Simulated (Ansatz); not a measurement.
# TiW2C3: the cost of one run

Program: Ansatz 0.2.0. Level of theory: DFT PBE, scalar-relativistic, plane waves, PAW. These are calculated values, not measurements.

## (1) The starting structure

The structure is tetragonal, space group I4/mmm (No. 139). The conventional cell has a = 3.453 Å, b = 3.453 Å, c = 14.651 Å, α = 90.00°, β = 90.00°, γ = 90.00°. Ti (site symmetry 4/mmm) has 6 C at 2.44 Å as nearest neighbours. W (site symmetry 4mm) is surrounded by 6 C at 2.44 Å. C (site symmetry 4/mmm) is surrounded by 4 Ti at 2.44 Å and 2 W at 2.44 Å. Around C (site symmetry 4mm) lie 5 W at 2.44 Å and 1 Ti at 2.44 Å.

Coordinates:

```
Ti W C
1.0
    -1.72668    1.72668    7.32570
     1.72668   -1.72668    7.32570
     1.72668    1.72668   -7.32570
Ti W C
1 2 3
Direct
  0.50000 0.50000 0.00000
  0.83333 0.83333 0.00000
  0.16667 0.16667 0.00000
  0.00000 0.00000 0.00000
  0.66667 0.66667 0.00000
  0.33333 0.33333 0.00000
```

The start is an ordering of an alloy on its end members' structure types: elements ordered on the sites of the TiC type, W/Ti on Ti (I4/mmm, No. 139).

## (2) The guess as it stands, on a coarse mesh

Contents of input.yaml:

```yaml
crystal:
  lattice:
    - [-1.72668367, 1.72668367, 7.32569837]
    - [1.72668367, -1.72668367, 7.32569837]
    - [1.72668367, 1.72668367, -7.32569837]
  atoms:
    - { symbol: Ti, position: [0.5, 0.5, 0.0] }
    - { symbol: W, position: [0.83333333, 0.83333333, 0.0] }
    - { symbol: W, position: [0.16666667, 0.16666667, 0.0] }
    - { symbol: C, position: [0.0, 0.0, 0.0] }
    - { symbol: C, position: [0.66666667, 0.66666667, 0.0] }
    - { symbol: C, position: [0.33333333, 0.33333333, 0.0] }
basis:
  ecutwfc: 420
kpoints:
  mp_grid: { grid: [8, 8, 8] }
hamiltonian:
  xc: pbe
scf:
  occupations: { method: gaussian, width: 0.1 }
  lower_state_search: "off"
output:
  forces: true
  stress: true
  eigenvalues: true
```

The run is started by

```
$ ansatz run input.yaml --threads 1 --pin off --max-ram 2560MiB --backend cpu --events-out ev --progress --plain --runs-dir out
```

**Question.** How long does this run take on 1 thread of Intel Xeon at 2.50GHz (Skylake/Cascade Lake), shared host, and how much memory does it need?

About 26 s, with a peak of 0.47 GiB.
